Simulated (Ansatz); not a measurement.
# C₂H₅BO₂: basis-set convergence

The task here is to estimate one member of a computed series from the others.

Program: Ansatz 0.2.0, Gaussian basis. Level of theory: one geometry, several basis sets. These are calculated values, not measurements.

Levels to be run: PBE0-D4/def2-SVP; ωB97M-V/def2-SVP; PBE0-D4/def2-QZVPP; ωB97M-V/def2-QZVPP; the functionals' def2-TZVPP values are taken from earlier runs.

## The relaxed structure

The geometry comes from an earlier relaxation with PBE0-D4 in a triple-zeta def2 set; it is a stationary point, not always the lowest conformer.

SMILES `COBC=O`, 10 atoms, charge 0, spin multiplicity 1.

Atoms are counted from 1 here; the program's logs count them from 0.

Bond lengths: C1–O2 1.416 Å, C1–H6 1.091 Å, C1–H7 1.093 Å, C1–H8 1.091 Å, O2–B3 1.336 Å, B3–C4 1.599 Å, B3–H9 1.199 Å, C4–O5 1.209 Å, C4–H10 1.117 Å. Angles: O2–C1–H6 108.6°, O2–C1–H7 111.2°, O2–C1–H8 108.6°, H6–C1–H7 109.7°, H6–C1–H8 108.8°, H7–C1–H8 109.8°, C1–O2–B3 122.7°, O2–B3–C4 115.9°, O2–B3–H9 122.2°, C4–B3–H9 121.9°, B3–C4–O5 122.6°, B3–C4–H10 118.2°, O5–C4–H10 119.2°.

The first run:

The input, in.yaml:

```yaml
crystal:
  periodic: [false, false, false]
  atoms:
    - {symbol: C, position_ang: [-0.887580, 0.490610, 1.419360]}
    - {symbol: O, position_ang: [-0.518408, 0.354769, 0.059461]}
    - {symbol: B, position_ang: [0.547421, -0.349047, -0.332978]}
    - {symbol: C, position_ang: [0.812208, -0.393974, -1.909259]}
    - {symbol: O, position_ang: [1.741152, -0.995153, -2.396717]}
    - {symbol: H, position_ang: [-1.896249, 0.094945, 1.548009]}
    - {symbol: H, position_ang: [-0.194641, -0.045510, 2.072256]}
    - {symbol: H, position_ang: [-0.889922, 1.551194, 1.675608]}
    - {symbol: H, position_ang: [1.262900, -0.913255, 0.446581]}
    - {symbol: H, position_ang: [0.106319, 0.154218, -2.579420]}
basis:
  gaussian: {orbitals: def2-SVP}
hamiltonian: {xc: pbe0, dispersion: d4}
output: {orbitals: {seedname: orbitals}}
```

Run with:

```console
ansatz run in.yaml --threads 2 --pin off --events-out ev --progress --plain --max-ram 4352MiB
```

Steps of the session up to this table: PBE0-D4 in def2-SVP; ωB97M-V in def2-SVP; PBE0-D4 in def2-QZVPP; ωB97M-V in def2-QZVPP.

One of the session's tables, all rows but one given; the rest of the session is left out.

| functional | basis | HOMO (eV) | LUMO (eV) |
| --- | --- | --- | --- |
| PBE0-D4 | def2-SVP | -6.73 | -1.93 |
| PBE0-D4 | def2-TZVPP | -6.95 | -2.12 |
| PBE0-D4 | def2-QZVPP | -6.99 | -2.16 |
| ωB97M-V | def2-SVP | ? | ? |
| ωB97M-V | def2-TZVPP | -9.34 | 0.09 |
| ωB97M-V | def2-QZVPP | -9.38 | 0.01 |

Q: Estimate the row for ωB97M-V, def2-SVP from the others.

The run gave: HOMO (eV): -9.10; LUMO (eV): 0.36. In the column «HOMO (eV)» it lies between ωB97M-V, def2-TZVPP (-9.34) and PBE0-D4, def2-QZVPP (-6.99).
